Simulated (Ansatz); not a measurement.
# AlInSb2: a line through a two-coordinate scan

Aim: follow the energy of AlInSb2 (P-4m2, No. 115; 4 atoms in the cell) along one coordinate, c/a of the conventional cell at fixed volume, with the other held at shift of Sb3 along [0 0 1] = −0.250 Å.

Method: DFT LDA, scalar-relativistic, plane waves, PAW, in Ansatz 0.2.0.

1 further run of the same task is left out (set aside as unsound or not needed).

### 1 The system as given

It takes space group P-4m2 (No. 115, tetragonal). Conventional cell: a = 4.438 Å, b = 4.438 Å, c = 6.267 Å, α = 90.00°, β = 90.00°, γ = 90.00°. Around Al (site symmetry -4m2) lie 4 Sb at 2.66 Å. Around In (site symmetry -4m2) lie 4 Sb at 2.78 Å. Around Sb (site symmetry 2mm) lie 2 Al at 2.66 Å and 2 In at 2.78 Å.

Structure file:

```cif
data_structure
_symmetry_space_group_name_H-M 'P 1'
_symmetry_Int_Tables_number 1
_cell_length_a 4.4376
_cell_length_b 4.4376
_cell_length_c 6.2674
_cell_angle_alpha 90.000
_cell_angle_beta 90.000
_cell_angle_gamma 90.000
_cell_volume 123.42
loop_
_atom_site_label
_atom_site_type_symbol
_atom_site_fract_x
_atom_site_fract_y
_atom_site_fract_z
_atom_site_occupancy
Al1 Al 0.00000 0.00000 0.00000 1
In1 In 0.50000 0.50000 0.50000 1
Sb1 Sb 0.00000 0.50000 0.23397 1
Sb2 Sb 0.50000 0.00000 0.76603 1
```

It goes back to an entry of the Materials Project, which need not be the stable form.

It is the result of an earlier relaxation at this level (volume 30.85 Å³/atom; gap on the mesh: 0.54 eV).

### 2 The scan

Atoms count from 1 in the order of the input.

The energy is mapped over a free internal coordinate and the cell.

First coordinate, shift of Sb3 along [0 0 1], its symmetry partners moved as symmetry demands (measured in the relaxed cell): 5 values from −0.250 Å. Second coordinate, c/a of the conventional cell at fixed volume: 5 values from 1.299 to 1.525.

Nothing else is relaxed (all other coordinates fixed). Energies count from the relaxed crystal. Points are written as (first, second).

### 3 The run at (−0.250 Å, 1.299)

Contents of input.yaml:

```yaml
crystal:
  lattice:
    - [4.5626022301, 0.0, 0.0]
    - [0.0, 4.5626022301, 0.0]
    - [0.0, 0.0, 5.9286453378]
  atoms:
    - { symbol: Al, position: [0.0, 0.0, 0.0] }
    - { symbol: In, position: [0.5, 0.5, 0.5] }
    - { symbol: Sb, position: [0.0, 0.5, 0.1940770864] }
    - { symbol: Sb, position: [0.5, 0.0, 0.8059229136] }
basis:
  ecutwfc: 420
kpoints:
  mp_grid: { grid: [8, 8, 6] }
hamiltonian:
  xc: lda
  pseudopotentials: { kind: paw }
scf:
  occupations: { method: gaussian, width: 0.05 }
output:
  forces: true
  stress: true
  eigenvalues: true
  write_density: true
  write_potential: true
  elf: true
  volumetric_format: npy
```

On the command line:

```
ansatz run input.yaml --threads 1 --pin off --max-ram 2048MiB --backend cpu --events-out ev --progress --plain --runs-dir out
```

The log of the run, cut to the lines that bear on the results:

```text
Warning: RAYON_NUM_THREADS=1 ignored (pool sized by the plan → 1); use --threads N
[...]
Pseudopotentials: kind: paw
Pseudopotential: Al, paw, valence charge 3, recommended cutoff 420 eV (normal), Al.paw.azcp
Pseudopotential: In, paw, valence charge 13, recommended cutoff 420 eV (normal), In.paw.azcp
Pseudopotential: Sb, paw, valence charge 15, recommended cutoff 420 eV (normal), Sb.paw.azcp
Functional definition: SPW92
[...]
Crystal: 4 atoms, lattice volume = 123.419 Å³
Basis set: ecut = 420 eV, 2427 PW (Γ)
Bands: 28, of which v1, the nominal top of the filled ones, is band 23 counted from 1 (22 counted from 0)
Symmetry: 8 space group operations
Space group: P-4m2 (ITA 115), of the structure as read, at distance tolerance 5.0e-5 Å
k-points: 60 of 384 (time reversal used)
[...]
SCF iter   1: F=—  HF=-18641.658408 eV  |F-HF|=—  |Δ(HF+E_count)|=         —  Δρ=6.20e-3  dr2=4.14e-2  ethr=1.77e-3  ⟨swp⟩=7.3  Hψ=8502  notcnv=0
[...]
SCF iter   6: F=-18641.643814 eV  HF=-18641.643815 eV  |F-HF|=2.30e-8  |Δ(HF+E_count)|=   7.48e-7  Δρ=7.18e-6  dr2=7.94e-8  ethr=2.17e-10  ⟨swp⟩=13.0  Hψ=12949  notcnv=0
[...]
SCF converged after 6 iterations
Free energy (F): -18641.643814 eV
[...]
E sigma→0 (E₀):  -18641.643792 eV
Entropy (-TS):   -0.000044 eV (-0.011 meV/atom)
Fermi energy:    6.896488 eV
[...]
--- Forces (eV/Å), atoms counted from 1 ---
  atom   1  Al    -0.00000000     0.00000000     0.00000000
  atom   2  In    -0.00000000     0.00000000     0.00000000
  atom   3  Sb     0.00000000     0.00000000     1.80802027
  atom   4  Sb     0.00000000     0.00000000    -1.80802027
[...]
--- Stress (GPa, compression-positive) ---
        0.660996       0.000000      -0.000000
        0.000000       0.660996       0.000000
       -0.000000       0.000000      -0.304900
  P = ⅓ Tr σ = 0.3390 GPa (3.390 kbar)
--- Band table (eV; the first three rows and the last of 60) ---
  k-point 0: bands = ["-21.5974", "-21.5918", "-21.5817", "-21.5817", "-21.5680", "-21.5680", "-21.5664", "-21.5598", "-21.5579", "-21.5558", "-7.4981", "-7.4546", "-7.4546", "-7.4181", "-7.4107", "-4.2357", "-1.8668", "1.3337", "3.8479", "3.8479", "5.9644", "6.8288", "6.8288", "7.2520", [...]
[...]
```

It took 44 s on 1 thread of Arm Neoverse N1, shared host; peak memory 0.41 GiB.

Density in a lattice plane of the grid's cell (edges 4.56 and 5.93 Å, at 0.000 of the third edge), which holds Al and Sb.

Values in e/Å³, 12 rows by 10 columns:
```
 0.10  0.20  0.37  0.55  1.28  2.58  1.28  0.55  0.37  0.20
 0.16  0.21  0.35  0.79  6.26 18.59  6.26  0.79  0.35  0.21
 0.08  0.11  0.22  0.61  4.10 11.58  4.10  0.61  0.22  0.11
 0.03  0.04  0.10  0.26  0.63  0.97  0.63  0.26  0.10  0.04
 0.01  0.02  0.04  0.10  0.18  0.23  0.18  0.10  0.04  0.02
 0.01  0.01  0.02  0.04  0.06  0.07  0.06  0.04  0.02  0.01
 0.01  0.01  0.02  0.02  0.03  0.03  0.03  0.02  0.02  0.01
 0.03  0.03  0.02  0.02  0.01  0.01  0.01  0.02  0.02  0.03
 0.08  0.06  0.04  0.02  0.02  0.01  0.02  0.02  0.04  0.06
 0.16  0.13  0.08  0.05  0.03  0.03  0.03  0.05  0.08  0.13
 0.10  0.13  0.15  0.12  0.10  0.10  0.10  0.12  0.15  0.13
 0.06  0.11  0.26  0.28  0.31  0.34  0.31  0.28  0.26  0.11
```
Columns run along the first of these edges and rows up along the second, over one cell in 10 and 12 even steps from the bottom left corner. Atoms in the plane (fractional): Al at (0.00, 0.00), Sb at (0.50, 0.81).

ELF in the same plane.

Ten even steps from '0' (0.00) to '9' (0.88):
```
103898644344689830
027997431113479972
358986310001368985
457875300000357875
335665310001356653
123565432123456532
011345544444554311
000134555555543100
000013455555431000
000001233333210000
000000011111000000
000000000000000000
000000000000000000
111000000000000011
322110000000001122
443211000000011234
333322111111122333
012334344444343321
100366666666666300
311688865556888611
```
Columns run along the first of these edges and rows up along the second, over one cell in 18 and 20 even steps from the bottom left corner. Atoms in the plane (fractional): Al at (0.00, 0.00), Sb at (0.50, 0.81).

Both are smooth fields of the valence electrons: close to the nuclei they are not physical.

Maxima of ELF outside the ion cores: 0.89 on the Al–Sb line, 1.0 Å from Al; 0.66 on the Sb–In line, 1.3 Å from Sb.

That is 121 meV/atom from the zero.

### 4 The run at (−0.250 Å, 1.356)

input.yaml, as its differences from that of step 3:

```diff
@@ -2,5 +2,5 @@
   lattice:
-    - [4.5626022301, 0.0, 0.0]
-    - [0.0, 4.5626022301, 0.0]
-    - [0.0, 0.0, 5.9286453378]
+    - [4.4984374497, 0.0, 0.0]
+    - [0.0, 4.4984374497, 0.0]
+    - [0.0, 0.0, 6.0989814943]
   atoms:
@@ -23,5 +23 @@
   eigenvalues: true
-  write_density: true
-  write_potential: true
-  elf: true
-  volumetric_format: npy
```

On the command line:

```
ansatz run input.yaml --threads 1 --pin off --max-ram 2048MiB --backend cpu --events-out ev --progress --plain --runs-dir out
```

The log of the run, cut to the lines that bear on the results:

```text
Warning: RAYON_NUM_THREADS=1 ignored (pool sized by the plan → 1); use --threads N
[...]
Pseudopotentials: kind: paw
Pseudopotential: Al, paw, valence charge 3, recommended cutoff 420 eV (normal), Al.paw.azcp
Pseudopotential: In, paw, valence charge 13, recommended cutoff 420 eV (normal), In.paw.azcp
Pseudopotential: Sb, paw, valence charge 15, recommended cutoff 420 eV (normal), Sb.paw.azcp
Functional definition: SPW92
[...]
Crystal: 4 atoms, lattice volume = 123.419 Å³
Basis set: ecut = 420 eV, 2421 PW (Γ)
Bands: 28, of which v1, the nominal top of the filled ones, is band 23 counted from 1 (22 counted from 0)
Symmetry: 8 space group operations
Space group: P-4m2 (ITA 115), of the structure as read, at distance tolerance 5.0e-5 Å
k-points: 60 of 384 (time reversal used)
[...]
SCF iter   1: F=—  HF=-18641.625659 eV  |F-HF|=—  |Δ(HF+E_count)|=         —  Δρ=6.19e-3  dr2=3.99e-2  ethr=1.77e-3  ⟨swp⟩=7.3  Hψ=8586  notcnv=0
[...]
SCF iter   6: F=-18641.611802 eV  HF=-18641.611802 eV  |F-HF|=2.08e-8  |Δ(HF+E_count)|=   7.66e-7  Δρ=7.13e-6  dr2=7.90e-8  ethr=2.17e-10  ⟨swp⟩=9.1  Hψ=8636  notcnv=0
[...]
SCF converged after 6 iterations
Free energy (F): -18641.611802 eV
[...]
E sigma→0 (E₀):  -18641.611717 eV
Entropy (-TS):   -0.000171 eV (-0.043 meV/atom)
Fermi energy:    6.890470 eV
[...]
--- Forces (eV/Å), atoms counted from 1 ---
  atom   1  Al    -0.00000000     0.00000000     0.00000000
  atom   2  In    -0.00000000     0.00000000     0.00000000
  atom   3  Sb     0.00000000     0.00000000     1.99465428
  atom   4  Sb     0.00000000     0.00000000    -1.99465428
[...]
--- Stress (GPa, compression-positive) ---
        1.339450       0.000000      -0.000000
        0.000000       1.339450       0.000000
       -0.000000       0.000000      -0.655033
  P = ⅓ Tr σ = 0.6746 GPa (6.746 kbar)
--- Band table (eV; the first three rows and the last of 60) ---
[... band rows left out ...]
[...]
```

Wall time 34 s (1 thread of Arm Neoverse N1, shared host); peak memory 0.42 GiB.

Energy on the map's scale: 129 meV/atom.

### 5 Changed: occupations.method cold, occupations.width 0.3, dr2_threshold 1.0e-11, ecutwfc left out

input.yaml, as its differences from that of step 4:

```diff
@@ -10,4 +10,2 @@
     - { symbol: Sb, position: [0.5, 0.0, 0.8059229136] }
-basis:
-  ecutwfc: 420
 kpoints:
@@ -18,6 +16,7 @@
 scf:
-  occupations: { method: gaussian, width: 0.05 }
+  occupations: { method: cold, width: 0.3 }
+  convergence: { dr2_threshold: 1.0e-11 }
 output:
   forces: true
+  eigenvalues: true
   stress: true
-  eigenvalues: true
```

On the command line:

```
ansatz run input.yaml --threads 1 --pin off --max-ram 2048MiB --backend cpu --events-out ev --progress --plain --runs-dir out
```

The log of the run, cut to the lines that bear on the results:

```text
Warning: RAYON_NUM_THREADS=1 ignored (pool sized by the plan → 1); use --threads N
[...]
Pseudopotentials: kind: paw
Pseudopotential: Al, paw, valence charge 3, recommended cutoff 420 eV (normal), Al.paw.azcp
Pseudopotential: In, paw, valence charge 13, recommended cutoff 420 eV (normal), In.paw.azcp
Pseudopotential: Sb, paw, valence charge 15, recommended cutoff 420 eV (normal), Sb.paw.azcp
Functional definition: SPW92
[...]
Crystal: 4 atoms, lattice volume = 123.419 Å³
Basis set: ecut = 420 eV, 2421 PW (Γ)
Bands: 28, of which v1, the nominal top of the filled ones, is band 23 counted from 1 (22 counted from 0)
Symmetry: 8 space group operations
Space group: P-4m2 (ITA 115), of the structure as read, at distance tolerance 5.0e-5 Å
k-points: 60 of 384 (time reversal used)
[...]
SCF iter   1: F=—  HF=-18641.617926 eV  |F-HF|=—  |Δ(HF+E_count)|=         —  Δρ=6.23e-3  dr2=4.17e-2  ethr=1.77e-3  ⟨swp⟩=6.3  Hψ=7897  notcnv=0
[...]
Free energy (F): -18641.603406 eV
[...]
E sigma→0 (E₀):  -18641.618359 eV
Entropy (-TS):   0.044859 eV (11.215 meV/atom)
Fermi energy:    6.667073 eV
Step filling:    the computed levels leave a gap of 0.0000 eV = 0.0 smearing widths at the electron count; against every level under it full and every level over it empty, smearing changes F+E_penalty+E_count by +8.318 meV and its σ→0 estimate by -6.635 meV
[...]
--- Forces (eV/Å), atoms counted from 1 ---
  atom   1  Al    -0.00000000     0.00000000     0.00000000
  atom   2  In    -0.00000000     0.00000000     0.00000000
  atom   3  Sb     0.00000000     0.00000000     2.00001922
  atom   4  Sb     0.00000000     0.00000000    -2.00001922
[...]
--- Stress (GPa, compression-positive) ---
        1.242991       0.000000      -0.000000
        0.000000       1.242991       0.000000
       -0.000000       0.000000      -0.666269
  P = ⅓ Tr σ = 0.6066 GPa (6.066 kbar)
--- Band table (eV; the first three rows and the last of 60) ---
[... band rows left out ...]
[...]
```

It took 48 s on 1 thread of Arm Neoverse N1, shared host; peak memory 0.42 GiB.

| run | ending | energy change | pressure (GPa) | gap (eV) | force (eV/Å) | cycles | time |
| --- | --- | --- | --- | --- | --- | --- | --- |
| step 4 | converged | 0 | 0.7 | 0.00 | 1.99 | 6 | 34 s |
| variant | converged | -1.7 meV/atom (σ→0) | 0.6 | 0.00 | 2.00 | 12 | 48 s |

Changing the smearing and convergence setting moves the energy by -1.7 meV/atom (σ→0 values). Cost: 12 SCF cycles against 6.

### 6 The run at (−0.250 Å, 1.412)

input.yaml, as its differences from that of step 4:

```diff
@@ -2,5 +2,5 @@
   lattice:
-    - [4.4984374497, 0.0, 0.0]
-    - [0.0, 4.4984374497, 0.0]
-    - [0.0, 0.0, 6.0989814943]
+    - [4.4375919547, 0.0, 0.0]
+    - [0.0, 4.4375919547, 0.0]
+    - [0.0, 0.0, 6.2673789797]
   atoms:
```

On the command line:

```
ansatz run input.yaml --threads 1 --pin off --max-ram 2048MiB --backend cpu --events-out ev --progress --plain --runs-dir out
```

The log of the run, cut to the lines that bear on the results:

```text
Warning: RAYON_NUM_THREADS=1 ignored (pool sized by the plan → 1); use --threads N
[...]
Pseudopotentials: kind: paw
Pseudopotential: Al, paw, valence charge 3, recommended cutoff 420 eV (normal), Al.paw.azcp
Pseudopotential: In, paw, valence charge 13, recommended cutoff 420 eV (normal), In.paw.azcp
Pseudopotential: Sb, paw, valence charge 15, recommended cutoff 420 eV (normal), Sb.paw.azcp
Functional definition: SPW92
[...]
Crystal: 4 atoms, lattice volume = 123.419 Å³
Basis set: ecut = 420 eV, 2429 PW (Γ)
Bands: 28, of which v1, the nominal top of the filled ones, is band 23 counted from 1 (22 counted from 0)
Symmetry: 8 space group operations
Space group: P-4m2 (ITA 115), of the structure as read, at distance tolerance 5.0e-5 Å
k-points: 60 of 384 (time reversal used)
[...]
SCF iter   1: F=—  HF=-18641.570852 eV  |F-HF|=—  |Δ(HF+E_count)|=         —  Δρ=6.13e-3  dr2=3.64e-2  ethr=1.77e-3  ⟨swp⟩=7.3  Hψ=8481  notcnv=0
[...]
SCF iter   6: F=-18641.558001 eV  HF=-18641.558001 eV  |F-HF|=1.24e-8  |Δ(HF+E_count)|=   6.45e-7  Δρ=6.47e-6  dr2=7.20e-8  ethr=2.17e-10  ⟨swp⟩=9.1  Hψ=8145  notcnv=0
[...]
SCF converged after 6 iterations
Free energy (F): -18641.558001 eV
[...]
E sigma→0 (E₀):  -18641.557900 eV
Entropy (-TS):   -0.000202 eV (-0.051 meV/atom)
Fermi energy:    6.955204 eV
[...]
--- Forces (eV/Å), atoms counted from 1 ---
  atom   1  Al    -0.00000000     0.00000000     0.00000000
  atom   2  In    -0.00000000     0.00000000     0.00000000
  atom   3  Sb    -0.00000000    -0.00000000     2.17081388
  atom   4  Sb     0.00000000    -0.00000000    -2.17081388
[...]
--- Stress (GPa, compression-positive) ---
        2.012478       0.000000       0.000000
        0.000000       2.012478       0.000000
        0.000000       0.000000      -1.141816
  P = ⅓ Tr σ = 0.9610 GPa (9.610 kbar)
--- Band table (eV; the first three rows and the last of 60) ---
[... band rows left out ...]
[...]
```

It took 33 s on 1 thread of Arm Neoverse N1, shared host; peak memory 0.42 GiB.

That is 142 meV/atom from the zero.

### 7 Point (−0.250 Å, 1.469)

input.yaml, as its differences from that of step 6:

```diff
@@ -2,5 +2,5 @@
   lattice:
-    - [4.4375919547, 0.0, 0.0]
-    - [0.0, 4.4375919547, 0.0]
-    - [0.0, 0.0, 6.2673789797]
+    - [4.3799855185, 0.0, 0.0]
+    - [0.0, 4.3799855185, 0.0]
+    - [0.0, 0.0, 6.4333227296]
   atoms:
```

On the command line:

```
ansatz run input.yaml --threads 1 --pin off --max-ram 2048MiB --backend cpu --events-out ev --progress --plain --runs-dir out
```

The log of the run, cut to the lines that bear on the results:

```text
Warning: RAYON_NUM_THREADS=1 ignored (pool sized by the plan → 1); use --threads N
[...]
Pseudopotentials: kind: paw
Pseudopotential: Al, paw, valence charge 3, recommended cutoff 420 eV (normal), Al.paw.azcp
Pseudopotential: In, paw, valence charge 13, recommended cutoff 420 eV (normal), In.paw.azcp
Pseudopotential: Sb, paw, valence charge 15, recommended cutoff 420 eV (normal), Sb.paw.azcp
Functional definition: SPW92
[...]
Crystal: 4 atoms, lattice volume = 123.419 Å³
Basis set: ecut = 420 eV, 2413 PW (Γ)
Bands: 28, of which v1, the nominal top of the filled ones, is band 23 counted from 1 (22 counted from 0)
Symmetry: 8 space group operations
Space group: P-4m2 (ITA 115), of the structure as read, at distance tolerance 5.0e-5 Å
k-points: 60 of 384 (time reversal used)
[...]
SCF iter   1: F=—  HF=-18641.495383 eV  |F-HF|=—  |Δ(HF+E_count)|=         —  Δρ=6.18e-3  dr2=3.37e-2  ethr=1.77e-3  ⟨swp⟩=7.4  Hψ=8468  notcnv=0
[...]
SCF iter   8: F=-18641.483625 eV  HF=-18641.483625 eV  |F-HF|=1.10e-8  |Δ(HF+E_count)|=   4.82e-8  Δρ=3.32e-6  dr2=3.23e-8  ethr=2.17e-10  ⟨swp⟩=9.9  Hψ=7694  notcnv=0
[...]
SCF converged after 8 iterations
Free energy (F): -18641.483625 eV
[...]
E sigma→0 (E₀):  -18641.483270 eV
Entropy (-TS):   -0.000710 eV (-0.177 meV/atom)
Fermi energy:    6.947332 eV
[...]
--- Forces (eV/Å), atoms counted from 1 ---
  atom   1  Al    -0.00000000     0.00000000     0.00000000
  atom   2  In    -0.00000000     0.00000000     0.00000000
  atom   3  Sb    -0.00000000    -0.00000000     2.28657723
  atom   4  Sb     0.00000000    -0.00000000    -2.28657723
[...]
--- Stress (GPa, compression-positive) ---
        2.615307       0.000000       0.000000
        0.000000       2.615307       0.000000
        0.000000       0.000000      -1.583207
  P = ⅓ Tr σ = 1.2158 GPa (12.158 kbar)
--- Band table (eV; the first three rows and the last of 60) ---
[... band rows left out ...]
[...]
```

Run time: 35 s. Hardware: 1 thread of Arm Neoverse N1, shared host; peak memory 0.42 GiB.

That is 161 meV/atom from the zero.

### 8 Point (−0.250 Å, 1.525)

input.yaml, as its differences from that of step 7:

```diff
@@ -2,5 +2,5 @@
   lattice:
-    - [4.3799855185, 0.0, 0.0]
-    - [0.0, 4.3799855185, 0.0]
-    - [0.0, 0.0, 6.4333227296]
+    - [4.3252226885, 0.0, 0.0]
+    - [0.0, 4.3252226885, 0.0]
+    - [0.0, 0.0, 6.5972621668]
   atoms:
```

On the command line:

```
ansatz run input.yaml --threads 1 --pin off --max-ram 2048MiB --backend cpu --events-out ev --progress --plain --runs-dir out
```

The log of the run, cut to the lines that bear on the results:

```text
Warning: RAYON_NUM_THREADS=1 ignored (pool sized by the plan → 1); use --threads N
[...]
Pseudopotentials: kind: paw
Pseudopotential: Al, paw, valence charge 3, recommended cutoff 420 eV (normal), Al.paw.azcp
Pseudopotential: In, paw, valence charge 13, recommended cutoff 420 eV (normal), In.paw.azcp
Pseudopotential: Sb, paw, valence charge 15, recommended cutoff 420 eV (normal), Sb.paw.azcp
Functional definition: SPW92
[...]
Crystal: 4 atoms, lattice volume = 123.419 Å³
Basis set: ecut = 420 eV, 2399 PW (Γ)
Bands: 28, of which v1, the nominal top of the filled ones, is band 23 counted from 1 (22 counted from 0)
Symmetry: 8 space group operations
Space group: P-4m2 (ITA 115), of the structure as read, at distance tolerance 5.0e-5 Å
k-points: 60 of 384 (time reversal used)
[...]
SCF iter   1: F=—  HF=-18641.402597 eV  |F-HF|=—  |Δ(HF+E_count)|=         —  Δρ=6.14e-3  dr2=3.04e-2  ethr=1.77e-3  ⟨swp⟩=7.2  Hψ=8358  notcnv=0
[...]
SCF iter   7: F=-18641.391511 eV  HF=-18641.391511 eV  |F-HF|=5.17e-10  |Δ(HF+E_count)|=   1.85e-8  Δρ=2.09e-6  dr2=1.29e-8  ethr=2.17e-10  ⟨swp⟩=4.9  Hψ=5582  notcnv=0
[...]
SCF converged after 7 iterations
Free energy (F): -18641.391511 eV
[...]
E sigma→0 (E₀):  -18641.391350 eV
Entropy (-TS):   -0.000322 eV (-0.080 meV/atom)
Fermi energy:    6.938137 eV
[...]
--- Forces (eV/Å), atoms counted from 1 ---
  atom   1  Al    -0.00000000     0.00000000     0.00000000
  atom   2  In    -0.00000000     0.00000000     0.00000000
  atom   3  Sb    -0.00000000    -0.00000000     2.38616277
  atom   4  Sb     0.00000000    -0.00000000    -2.38616277
[...]
--- Stress (GPa, compression-positive) ---
        3.201730       0.000000       0.000000
        0.000000       3.201730      -0.000000
        0.000000      -0.000000      -2.147384
  P = ⅓ Tr σ = 1.4187 GPa (14.187 kbar)
--- Band table (eV; the first three rows and the last of 60) ---
[... band rows left out ...]
[...]
```

It took 37 s on 1 thread of Arm Neoverse N1, shared host; peak memory 0.42 GiB.

On the map this point reads 184 meV/atom.

### 9 The line in numbers

| c/a of the conventional cell at fixed volume | step | energy (meV/atom) | slope (meV/atom per unit) | pressure (GPa) | band gap on the k-mesh (eV) | largest force on an atom (eV/Å) |
| --- | --- | --- | --- | --- | --- | --- |
| 1.299 | 3 | 121 | 95 | 0.34 | 0.124 | 1.81 |
| 1.356 | 4 | 129 | 189 | 0.68 | 0.000 | 2.00 |
| 1.412 | 6 | 142 | 287 | 0.96 | 0.000 | 2.17 |
| 1.469 | 7 | 161 | 367 | 1.22 | 0.000 | 2.29 |
| 1.525 | 8 | 184 | 450 | 1.42 | 0.000 | 2.39 |

Energies count from the relaxed crystal. Slopes come from the forces (and the stress, where the cell changes), not from differences of energies.

```csv
run,outcome
"step 5, run with occupations.method cold, occupations.width 0.3, dr2_threshold 1.0e-11, ecutwfc left out (against step 4)",-1.7 meV/atom
```

In words: The energy is lowest at the end of the line, 1.299, so the minimum along this coordinate may lie outside the range. The highest point computed, at 1.525, lies 63 meV/atom above the lowest. The gap on the mesh reads zero on part of the line; semilocal functionals close small gaps early. This is one cut through a surface in two coordinates; the map's lowest point lies off it. With the other coordinates free, the energies away from the reference would be the same or lower. The gap on the mesh closes on part of the grid. These runs have no spin-orbit coupling; with Sb it would split and shift bands.
